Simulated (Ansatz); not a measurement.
Working through a convergence test of the k-point mesh of Au, space group P6_3/mmc

With Ansatz 0.2.0, Python API.

At the Python prompt:
```pycon
>>> import ansatz as az
>>> FUNCTIONAL = "pbesol"
>>> FILLING = "fermi_dirac"
>>> SMEARING_WIDTH = 0.1
>>> lattice = az.Lattice.of(
...     (2.9, 0.0, 0.0),
...     (-1.45, 2.51147367, 0.0),
...     (0.0, 0.0, 4.88),
... )
>>> sites = [
...     ("Au", (1 / 3, 2 / 3, 0.75)),
...     ("Au", (2 / 3, 1 / 3, 0.25)),
... ]
>>> au = az.Crystal(lattice=lattice)
>>> for symbol, position in sites:
...     au = au.atom(symbol, position)
...
>>> base = (
...     au.calculation()
...     .functional(FUNCTIONAL)
...     .occupations(FILLING, width=SMEARING_WIDTH)
... )
>>> rows = []
>>> for value in [1.0, 0.6, 0.4, 0.3]:
...     data = base.kpoints(spacing=value).run().report
...     rows.append((value, data["free_energy_ev"] / len(data["lattice"]["sites"]), data["n_iterations"], data["n_kpoints"]))
...
DeckWarning: basis.ecutwfc = 420 eV, auto-derived from the records' recommended cutoffs: set by Au (normal level)
>>> print("spacing (1/A)   F/atom (eV)    iterations      k-points")
spacing (1/A)   F/atom (eV)    iterations      k-points
>>> for row in rows:
...     print(f"{str(row[0]):>12s}  {row[1]:12.5f}  {row[2]:12d}  {row[3]:12d}")
...
         1.0  -13007.22039             6             6
         0.6  -13007.15237             6            10
         0.4  -13007.10086             6            24
         0.3  -13007.10272             6            36
>>> # differences from the last row
>>> for row in rows[:-1]:
...     shift = 1000 * (row[1] - rows[-1][1])
...     print(f"{row[0]}: {shift:+.2f} meV/atom" + ("  (within 2 meV)" if abs(shift) < 2 else ""))
...
1.0: -117.67 meV/atom
0.6: -49.65 meV/atom
0.4: +1.86 meV/atom  (within 2 meV)
```

From a spacing of 0.4 (7×7×4) on it stays within 2 meV an atom of the value at a spacing of 0.3 (9×9×5); the first row (a spacing of 1.0 (3×3×2)) is off by 117.7 meV and the last but one by 1.86 meV. That rests on few rows after larger swings, so the series isn't shown to be converged. This holds for F at a smearing of 0.1 eV; a narrower one needs a denser mesh. It goes up and down, since the sum over k-points isn't variational.

Notes:
- Spin-orbit coupling, which matters for elements this heavy, is left out.
- This isn't the structure that Au takes at ambient conditions.
- Warnings are shown shortened and without file and line.
- Shifts are counted from the finest mesh, which is itself no proven limit.
- Wall time of the script: 3.6 s on 1 thread of Arm Neoverse V1, with other jobs on the host, peak memory 0.34 GiB.

(Lines on the test bed's own set-up are left out of the output.)
